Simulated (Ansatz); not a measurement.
# CuO: the cost of one run

Program: Ansatz 0.2.0. Level of theory: DFT LDA without U, plane waves, PAW. These are calculated values, not measurements.

## (1) The structure to begin with

Symmetry: P4_2/mmc, No. 131, tetragonal system. Conventional cell: a = 3.422 Å, b = 3.422 Å, c = 4.260 Å, α = 90.00°, β = 90.00°, γ = 90.00°. Around Cu (site symmetry mmm) lie 4 O at 2.02 Å. O (site symmetry -4m2) is surrounded by 4 Cu at 2.02 Å.

Coordinates:

```
Cu O
1.0
     3.42205    0.00000    0.00000
     0.00000    6.84410    0.00000
     0.00000    0.00000    4.26046
Cu O
4 4
Direct
  0.00000 0.25000 0.00000
  0.50000 0.00000 0.50000
  0.00000 0.75000 0.00000
  0.50000 0.50000 0.50000
  0.00000 0.00000 0.25000
  0.00000 0.00000 0.75000
  0.00000 0.50000 0.25000
  0.00000 0.50000 0.75000
```

Magnetic order typed: antiferromagnetic, doubled cell 0 1/2 0.

## (2) From atoms, symmetry kept, no search

input.yaml

```yaml
crystal:
  lattice:
    - [3.42205097, 0.0, 0.0]
    - [0.0, 6.84410194, 0.0]
    - [0.0, 0.0, 4.26046148]
  atoms:
    - { symbol: Cu, position: [0.0, 0.25, 0.0], spin: 1.0 }
    - { symbol: Cu, position: [0.5, 0.0, 0.5], spin: 1.0 }
    - { symbol: O, position: [0.0, 0.0, 0.25] }
    - { symbol: O, position: [0.0, 0.0, 0.75] }
    - { symbol: Cu, position: [0.0, 0.75, 0.0], spin: -1.0 }
    - { symbol: Cu, position: [0.5, 0.5, 0.5], spin: -1.0 }
    - { symbol: O, position: [0.0, 0.5, 0.25] }
    - { symbol: O, position: [0.0, 0.5, 0.75] }
basis:
  ecutwfc: 420
  ecutrho_ratio: 4
kpoints:
  mp_grid: { grid: [6, 3, 5] }
hamiltonian:
  xc: lda
scf:
  occupations: { method: gaussian, width: 0.05 }
  lower_state_search: "off"
  max_iter: 150
output:
  forces: true
  stress: true
  eigenvalues: true
  populations: true
  hubbard:
    sites:
      - { site: 0, l: d }
      - { site: 1, l: d }
      - { site: 4, l: d }
      - { site: 5, l: d }
magnetization:
  spin_polarized: true
```

On the command line:

```console
$ ansatz run input.yaml --threads 4 --pin off --max-ram 6144MiB --backend cpu --events-out ev --progress --plain --runs-dir out
```

What time and memory should one allow on 4 threads of Arm Neoverse V1, shared host?

About 9.4 s, with a peak of 0.51 GiB.
